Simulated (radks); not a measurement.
# Nuclear size and the levels of Te

An exercise on one series of results from a longer session: the logs are not shown, and one member is left open.

Program: radks (a radial shooting solver on a logarithmic mesh, Libxc functionals) version 1. Level of theory: Dirac Kohn-Sham, LDA (Slater exchange, Perdew-Wang correlation), spin-unpolarised, spherical densities, finite nucleus; open shells fill j = l - 1/2 first. These are calculated values, not measurements, unless marked.

### The system

| Quantity | Value |
| --- | --- |
| element | tellurium (Z = 52) |
| charge | 0 |
| electrons | 52 |
| configuration | [Kr] 4d10 5s2 5p4 |
| nuclear rms radius | 4.7423 fm |

Set-up of the first run:

Settings of this run:

```text
Z 52
configuration [Kr] 4d10 5s2 5p4 6s0 4f0
relativity Dirac
functional lda,pw
spin unpolarised
j_filling energy
nucleus finite rms 4.7423 fm
c 137.035999084
```

Among the steps run: rms radius 4.7423 fm.

One of the session's tables, all rows but one given; the rest of the session is left out.

It belongs to the step «rms radius 4.7423 fm». From the orbitals of this run (lengths in bohr):

```
level     <r>  outermost maximum (interpolated)  90 % within  nodes
4p1/2  0.8015                             0.721         1.18      2
4p3/2  0.8307                             0.746         1.22      2
4d3/2  0.9662                             0.806         1.48      1
4d5/2  0.9788                             0.815         1.50      1
5s1/2       ?                                 ?            ?      ?
5p1/2   2.580                              2.09         3.92      3
5p3/2   2.716                              2.19         4.14      3
6s1/2   7.440                              5.82         11.5      5
```

Estimate the missing values for 5s1/2.

**Answer.** <r>: 2.080; outermost maximum (interpolated): 1.79; 90 % within: 3.06; nodes: 4. In the column «<r>» it lies between 4d5/2 (0.9788) and 5p1/2 (2.580).
